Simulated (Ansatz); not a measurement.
# C2H5BF2: one species, many methods

An exercise on one series of results from a longer session: the logs are not shown, and one member is left open.

Method: functionals in def2-TZVPP, the program's frozen cores in correlated methods; program: Ansatz 0.2.0, Gaussian basis.

Levels to be run: LDA (SPW92), PBE-D4, revPBE-D4, BLYP-D4, r2SCAN-D4, B97M-V, PBE0-D4, B3LYP-D4, r2SCANh-D4, r2SCAN0-D4, HSE06-D4, BHLYP-D4, CAM-B3LYP-D4, LC-ωPBE, ωB97X-V, ωB97M-V, B2PLYP, PBE-QIDH; CCSD(T)/def2-SVP; CCSD(T)/def2-TZVPP; MP2/def2-QZVPP; extrapolation to the limit; RPA on PBE.

## The geometry

The geometry comes from an earlier relaxation with PBE0-D4 in a triple-zeta def2 set; it is a stationary point, not always the lowest conformer.

SMILES `FCBCF`, 10 atoms, charge 0, spin multiplicity 1.

Atoms are counted from 1 here; the program's logs count them from 0.

Bond lengths: F1–C2 1.386 Å, C2–B3 1.551 Å, C2–H6 1.100 Å, C2–H7 1.100 Å, B3–C4 1.554 Å, B3–H8 1.196 Å, C4–F5 1.391 Å, C4–H9 1.100 Å, C4–H10 1.100 Å. Angles: F1–C2–B3 115.0°, F1–C2–H6 108.5°, F1–C2–H7 108.5°, B3–C2–H6 109.8°, B3–C2–H7 109.8°, H6–C2–H7 104.9°, C2–B3–C4 120.4°, C2–B3–H8 121.8°, C4–B3–H8 117.8°, B3–C4–F5 114.6°, B3–C4–H9 110.1°, B3–C4–H10 110.1°, F5–C4–H9 108.1°, F5–C4–H10 108.1°, H9–C4–H10 105.5°.

Set-up of the first run:

in.yaml

```yaml
crystal:
  periodic: [false, false, false]
  atoms:
    - {symbol: F, position_ang: [0.077454, -2.557772, 0.091747]}
    - {symbol: C, position_ang: [0.257520, -1.268336, -0.382793]}
    - {symbol: B, position_ang: [-0.262774, -0.147130, 0.554208]}
    - {symbol: C, position_ang: [-0.125480, 1.345827, 0.145108]}
    - {symbol: F, position_ang: [0.482681, 1.554886, -1.088556]}
    - {symbol: H, position_ang: [1.328467, -1.117530, -0.584519]}
    - {symbol: H, position_ang: [-0.228795, -1.187774, -1.366314]}
    - {symbol: H, position_ang: [-0.778361, -0.391916, 1.605101]}
    - {symbol: H, position_ang: [-1.115733, 1.823744, 0.123006]}
    - {symbol: H, position_ang: [0.448220, 1.894799, 0.906011]}
basis:
  gaussian: {orbitals: def2-TZVPP}
hamiltonian: {xc: lda}
output: {orbitals: {seedname: orbitals}}
```

Steps of the session up to this table: LDA; PBE-D4 (GGA); revPBE-D4 (GGA); BLYP-D4 (GGA); r2SCAN-D4 (meta-GGA); B97M-V (meta-GGA); PBE0-D4 (hybrid); B3LYP-D4 (hybrid); r2SCANh-D4 (hybrid); r2SCAN0-D4 (hybrid); HSE06-D4 (hybrid); BHLYP-D4 (hybrid); CAM-B3LYP-D4 (range-separated); LC-ωPBE (range-separated); ωB97X-V (range-separated); ωB97M-V (range-separated); B2PLYP (double hybrid); PBE-QIDH (double hybrid).

One table of the session follows, with a row left open; its other results are not shown here.

It belongs to the step «Orbital energies across the functionals». 

```
  functional  HOMO (eV)  gap (eV)
 LDA (SPW92)      -7.35      4.68
      PBE-D4          ?         ?
   revPBE-D4      -7.14      4.84
     BLYP-D4      -7.16      4.86
   r2SCAN-D4      -7.57      5.53
      B97M-V      -7.73      5.64
     PBE0-D4      -8.88      7.46
    B3LYP-D4      -8.67      6.99
  r2SCANh-D4      -8.19      6.50
  r2SCAN0-D4      -9.12      7.93
    HSE06-D4      -8.47      6.66
    BHLYP-D4     -10.51     10.11
CAM-B3LYP-D4     -10.40     10.07
     LC-ωPBE     -11.70     12.62
     ωB97X-V     -11.37     12.18
     ωB97M-V     -11.28     11.83
```

Q: Estimate the row for PBE-D4 from the others.

The run gave: HOMO (eV): -7.20; gap (eV): 4.78. In the column «HOMO (eV)» it lies between LDA (SPW92) (-7.35) and BLYP-D4 (-7.16).
